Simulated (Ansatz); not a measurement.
# C3H7Br: the cost of one run

Computed with Ansatz 0.2.0 (the levels named in each step, unless a step's input says otherwise).

## 1. Starting point

Bond lengths: C1–C2 1.523 Å, C2–C3 1.518 Å, C3–Br4 1.957 Å, C1–H5 1.089 Å, C1–H6 1.087 Å, C1–H7 1.088 Å, C2–H8 1.093 Å, C2–H9 1.094 Å, C3–H10 1.089 Å, C3–H11 1.089 Å. Angles (14 of 18 angles, heavy atoms first): C1–C2–C3 112.4°, C2–C3–Br4 111.6°, C1–C2–H8 109.8°, C1–C2–H9 109.7°, C3–C2–H8 109.4°, C3–C2–H9 107.6°, C2–C1–H5 110.6°, C2–C1–H6 110.3°, C2–C1–H7 110.5°, C2–C3–H10 111.7°, C2–C3–H11 111.7°, Br4–C3–H10 106.0°, Br4–C3–H11 105.7°, H8–C2–H9 107.8°.

Structure file:

```xyz
11

C    -2.4158   -0.5950    0.3547
C    -1.2732   -1.5356   -0.0052
C     0.0484   -1.0986    0.5991
Br    0.6730    0.5858   -0.1765
H    -2.5528   -0.5539    1.4338
H    -3.3435   -0.9366   -0.0977
H    -2.2100    0.4107   -0.0060
H    -1.1735   -1.5972   -1.0914
H    -1.4916   -2.5404    0.3686
H    -0.0378   -0.9219    1.6707
H     0.8384   -1.8232    0.4065
```

## 2. A rough first relaxation, PBE-D4/def2-SVP

This run stands in another session on the same molecule. It ended at:

```xyz
11

C    -2.4407   -0.5925    0.3463
C    -1.2752   -1.5204    0.0037
C     0.0651   -1.1024    0.5916
Br    0.7230    0.6076   -0.1440
H    -2.5934   -0.5253    1.4440
H    -3.3862   -0.9546   -0.1046
H    -2.2528    0.4333   -0.0307
H    -1.1715   -1.6229   -1.0979
H    -1.4803   -2.5458    0.3892
H     0.0110   -0.9469    1.6870
H     0.8628   -1.8361    0.3720
```

## 3. Relaxation, r2SCAN-D4/def2-TZVPP

input.yaml

```yaml
crystal:
  periodic: [false, false, false]
  atoms:
    - { symbol: C, position_ang: [-2.44074594, -0.5924728, 0.34631815] }
    - { symbol: C, position_ang: [-1.27517756, -1.5204359, 0.00372584] }
    - { symbol: C, position_ang: [0.06505754, -1.10239353, 0.59161057] }
    - { symbol: Br, position_ang: [0.7230345, 0.60756237, -0.14396057] }
    - { symbol: H, position_ang: [-2.59340088, -0.52529306, 1.44399629] }
    - { symbol: H, position_ang: [-3.38619177, -0.95455367, -0.10461779] }
    - { symbol: H, position_ang: [-2.25281032, 0.43334959, -0.03065921] }
    - { symbol: H, position_ang: [-1.17152113, -1.62286087, -1.09786087] }
    - { symbol: H, position_ang: [-1.48032876, -2.54578463, 0.38918279] }
    - { symbol: H, position_ang: [0.01096444, -0.9469292, 1.6869636] }
    - { symbol: H, position_ang: [0.86281988, -1.83606831, 0.37195121] }
basis:
  gaussian: { orbitals: def2-TZVPP }
hamiltonian:
  xc: r2scan
  dispersion: d4
relax:
  f_tol: 0.002
  max_steps: 150
```

Launch:

```bash
ansatz run input.yaml --threads 4 --pin off --max-ram 10240MiB --backend cpu --events-out ev --progress --plain --runs-dir out
```

**Question.** How long does this run take on 4 threads of AMD EPYC (Zen 3), shared host, and how much memory does it need?

About 1.9 min, with a peak of 0.34 GiB.
